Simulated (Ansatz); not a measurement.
**SiCl₃O radical: small, medium and large basis sets**

One table from this session's results is given with a row withheld; the runs are named, their logs left out.

The runs use Ansatz 0.2.0, Gaussian basis; one geometry, several basis sets.

Levels to be run: PBE0-D4/def2-SVP; ωB97M-V/def2-SVP; PBE0-D4/def2-QZVPP; ωB97M-V/def2-QZVPP; the functionals' def2-TZVPP values are taken from earlier runs.

## Structure used throughout

The geometry comes from an earlier relaxation with PBE0-D4 in a triple-zeta def2 set; it is a stationary point.

SMILES `[O][Si](Cl)(Cl)Cl`, 5 atoms, charge 0, spin multiplicity 2.

Atoms are counted from 1 here; the program's logs count them from 0.

Bond lengths: O1–Si2 1.645 Å, Si2–Cl3 2.018 Å, Si2–Cl4 2.020 Å, Si2–Cl5 2.018 Å. Angles: O1–Si2–Cl3 111.8°, O1–Si2–Cl4 100.7°, O1–Si2–Cl5 111.8°, Cl3–Si2–Cl4 111.9°, Cl3–Si2–Cl5 108.6°, Cl4–Si2–Cl5 111.9°.

Set-up of the first run:

Input file in.yaml:

```yaml
crystal:
  periodic: [false, false, false]
  atoms:
    - {symbol: O, position_ang: [0.815024, -1.070798, 1.039306]}
    - {symbol: Si, position_ang: [0.038573, -0.018808, 0.041033]}
    - {symbol: Cl, position_ang: [-1.536470, 0.855623, 0.950538]}
    - {symbol: Cl, position_ang: [-0.542828, -1.265509, -1.438680]}
    - {symbol: Cl, position_ang: [1.275601, 1.425893, -0.633599]}
basis:
  gaussian: {orbitals: def2-SVP}
magnetization: {spin_polarized: true, initial_magnetization: 1}
hamiltonian: {xc: pbe0, dispersion: d4}
output: {orbitals: {seedname: orbitals}}
```

Steps of the session up to this table: PBE0-D4 in def2-SVP; ωB97M-V in def2-SVP; PBE0-D4 in def2-QZVPP; ωB97M-V in def2-QZVPP.

One table of the session follows, with a row left open; its other results are not shown here.

It belongs to the step «Functionals by basis». 

```
functional       basis  HOMO (eV)  LUMO (eV)
   PBE0-D4    def2-SVP      -9.42      -5.47
   PBE0-D4  def2-TZVPP      -9.54      -5.58
   PBE0-D4  def2-QZVPP          ?          ?
   ωB97M-V    def2-SVP     -11.70      -3.20
   ωB97M-V  def2-TZVPP     -11.86      -3.39
   ωB97M-V  def2-QZVPP     -11.91      -3.45
```

Estimate the missing values for PBE0-D4, def2-QZVPP.

As computed: HOMO (eV): -9.58; LUMO (eV): -5.62. In the column «HOMO (eV)» it lies between ωB97M-V, def2-SVP (-11.70) and PBE0-D4, def2-TZVPP (-9.54).
